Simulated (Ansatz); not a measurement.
# BrH₃InNO: one species, many methods

Aim: compute BrH₃InNO with functionals from several rungs and with coupled cluster, and see how far each lands from CCSD(T) at the basis-set limit for the atomisation energy.

Method: functionals in def2-TZVPP, the program's frozen cores in correlated methods; program: Ansatz 0.2.0, Gaussian basis.

Levels to be run: LDA (SPW92), PBE-D4, revPBE-D4, BLYP-D4, r2SCAN-D4, B97M-V, PBE0-D4, B3LYP-D4, r2SCANh-D4, r2SCAN0-D4, HSE06-D4, BHLYP-D4, CAM-B3LYP-D4, LC-ωPBE, ωB97X-V, ωB97M-V, B2PLYP, PBE-QIDH; CCSD(T)/def2-SVP; CCSD(T)/def2-TZVPP; MP2/def2-QZVPP; extrapolation to the limit; RPA on PBE.

1 further run of the same task is left out (for a known fault of the program).

## 1. The geometry

All runs share one geometry, relaxed beforehand with PBE0-D4 in a triple-zeta def2 set. In takes the def2 core potential; no spin-orbit term is included.

SMILES `[NH2][In]([OH])[Br]`, 7 atoms, charge 0, spin multiplicity 1.

Atoms are counted from 1 here; the program's logs count them from 0.

Bond lengths: N1–In2 2.003 Å, N1–H5 1.010 Å, N1–H6 1.011 Å, In2–O3 1.971 Å, In2–Br4 2.465 Å, O3–H7 0.961 Å. Angles: In2–N1–H5 115.1°, In2–N1–H6 115.4°, H5–N1–H6 109.3°, N1–In2–O3 121.7°, N1–In2–Br4 121.6°, O3–In2–Br4 116.4°, In2–O3–H7 111.9°.

## 2. LDA

This LDA is Slater exchange with PW92 correlation.

in.yaml

```yaml
crystal:
  periodic: [false, false, false]
  atoms:
    - {symbol: N, position_ang: [0.168617, -0.540338, -1.544036]}
    - {symbol: In, position_ang: [-0.030661, -0.073379, 0.393288]}
    - {symbol: O, position_ang: [-0.861581, 1.618211, 0.971372]}
    - {symbol: Br, position_ang: [0.532123, -1.682802, 2.173366]}
    - {symbol: H, position_ang: [0.879919, -1.228093, -1.748415]}
    - {symbol: H, position_ang: [0.272681, 0.245210, -2.171479]}
    - {symbol: H, position_ang: [-0.961097, 1.661181, 1.925894]}
basis:
  gaussian: {orbitals: def2-TZVPP}
hamiltonian: {xc: lda}
output: {orbitals: {seedname: orbitals}}
```

The run is started by

```console
$ ansatz run in.yaml --threads 2 --pin off --events-out ev --progress --plain --max-ram 32768MiB --backend cpu
```

The runs that follow: PBE-D4 (GGA); revPBE-D4 (GGA); BLYP-D4 (GGA); r2SCAN-D4 (meta-GGA); B97M-V (meta-GGA); PBE0-D4 (hybrid); B3LYP-D4 (hybrid); r2SCANh-D4 (hybrid); r2SCAN0-D4 (hybrid); HSE06-D4 (hybrid); BHLYP-D4 (hybrid); CAM-B3LYP-D4 (range-separated); LC-ωPBE (range-separated); ωB97X-V (range-separated); ωB97M-V (range-separated); B2PLYP (double hybrid); PBE-QIDH (double hybrid); CCSD(T) in def2-SVP; CCSD(T) in def2-TZVPP; MP2 in def2-QZVPP; RPA on PBE orbitals.

Q: Predict the results of all the runs planned. Wanted: atomisation energy, CCSD(T)/CBS; farthest beyond LDA; mean size of error, GGA; mean size of error, meta-GGA; mean size of error, hybrid; mean size of error, range-separated; mean size of error, double hybrid; gap, smallest and largest; T1 diagnostic.

The runs gave:

| quantity | value |
| --- | --- |
| atomisation energy, CCSD(T)/CBS | 2125.5 kJ/mol |
| functionals within 21.3 kJ/mol (1.0 %) | PBE-D4, ωB97X-V |
| farthest beyond LDA | BHLYP-D4 (-148.0 kJ/mol) |
| mean size of error, GGA | 40.4 kJ/mol |
| mean size of error, meta-GGA | 40.1 kJ/mol |
| mean size of error, hybrid | 79.4 kJ/mol |
| mean size of error, range-separated | 32.6 kJ/mol |
| mean size of error, double hybrid | 67.7 kJ/mol |
| gap, smallest and largest | 3.67 eV (BLYP-D4), 11.07 eV (LC-ωPBE) |
| T1 diagnostic | 0.0134 |
| triples share of the correlation energy | 3.5 % |

The LDA atomisation energy is off by 326.0 kJ/mol (15 %): it overbinds. PBE-D4 is off by +10.7 kJ/mol. Double hybrids carry the basis error of their MP2 part in triple zeta, and no dispersion term here, so their miss is partly the set-up's. By mean error the best rung here is range-separated (32.6 kJ/mol) and the worst beyond LDA is hybrid (79.4 kJ/mol). The gap between the best rungs is small, so their order is not settled. The mean of the hybrids holds BHLYP, with half exact exchange. The reference freezes the cores and leaves out spin-orbit coupling and excitations past (T), and its outer-core shells are covered unevenly, so misses under about 21.3 kJ/mol can't be ranked. All levels share the lack of spin-orbit coupling, which lowers the free heavy atoms and so the true binding. Hartree-Fock recovers 63 % of the binding; the rest is correlation. CCSD(T) in def2-SVP is off by -228.8 kJ/mol, more than most functionals: a good method in a small basis is no reference. The gap grows from 3.7 to 11.1 eV across the functionals, mostly with the share of exact exchange. Correlated methods include outer-core shells of Br, In, which these sets cover unevenly.
